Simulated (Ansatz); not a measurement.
# AgH4O4Si: the cost of one run

Program: Ansatz 0.2.0, Gaussian basis. Level of theory: PBE0-D4/def2-SVP. These are calculated values, not measurements.

## 1. The system as given

The start, a pair relaxed at PBE0-D4: SMILES `[Ag+].O[Si](O)(O)O`, 10 atoms, charge 1, spin multiplicity 1.

Atoms are counted from 1 here; the program's logs count them from 0.

Bond lengths: Ag1–O2 2.367 Å, Ag1–O4 2.367 Å, O2–Si3 1.660 Å, O2–H7 0.961 Å, Si3–O4 1.660 Å, Si3–O5 1.603 Å, Si3–O6 1.603 Å, O4–H8 0.961 Å, O5–H9 0.960 Å, O6–H10 0.958 Å. Angles: O2–Ag1–O4 61.5°, Ag1–O2–Si3 101.8°, Ag1–O2–H7 134.0°, Si3–O2–H7 120.4°, O2–Si3–O4 93.7°, O2–Si3–O5 111.4°, O2–Si3–O6 115.1°, O4–Si3–O5 111.5°, O4–Si3–O6 115.0°, O5–Si3–O6 109.5°, Ag1–O4–Si3 101.8°, Ag1–O4–H8 134.1°, Si3–O4–H8 120.4°, Si3–O5–H9 121.3°, Si3–O6–H10 124.2°.

Geometry (Å):

```xyz
10
AgH4O4Si
Ag   -0.95159   -1.89912   -1.94702
O    -0.91429   -1.13146    0.29159
Si    0.12906    0.15514    0.19109
O     0.16983    0.12927   -1.46774
O     1.56000   -0.20214    0.81867
O    -0.41133    1.52043    0.83522
H    -1.10142   -1.54053    1.14061
H     0.79723    0.67613   -1.94779
H     1.97125    0.36380    1.47557
H    -1.24863    1.92859    0.60961
```

## 2. Dynamics

md/in.yaml

```yaml
crystal:
  periodic: [false, false, false]
  atoms:
    - {symbol: Ag, position_ang: [-0.951587, -1.899123, -1.947021]}
    - {symbol: O, position_ang: [-0.914294, -1.131465, 0.291593]}
    - {symbol: Si, position_ang: [0.129056, 0.155139, 0.191089]}
    - {symbol: O, position_ang: [0.169826, 0.129268, -1.467737]}
    - {symbol: O, position_ang: [1.559998, -0.202138, 0.818667]}
    - {symbol: O, position_ang: [-0.411329, 1.520427, 0.835217]}
    - {symbol: H, position_ang: [-1.101422, -1.540530, 1.140608]}
    - {symbol: H, position_ang: [0.797227, 0.676131, -1.947792]}
    - {symbol: H, position_ang: [1.971253, 0.363797, 1.475567]}
    - {symbol: H, position_ang: [-1.248628, 1.928593, 0.609608]}
basis:
  gaussian: {orbitals: def2-SVP}
total_charge: 1
hamiltonian: {xc: pbe0, dispersion: d4}
md: {n_steps: 30, timestep: 1.0, temperature: 200, ensemble: nve, seed: 677, initial_velocities: maxwell_boltzmann}
```

On the command line:

```
$ ansatz run in.yaml --threads 2 --pin off --events-out ev --progress --plain --max-ram 22528MiB --backend cpu
```

**Question.** How long does this run take on 2 threads of AMD EPYC 7R13, shared host?

About 1.9 min.
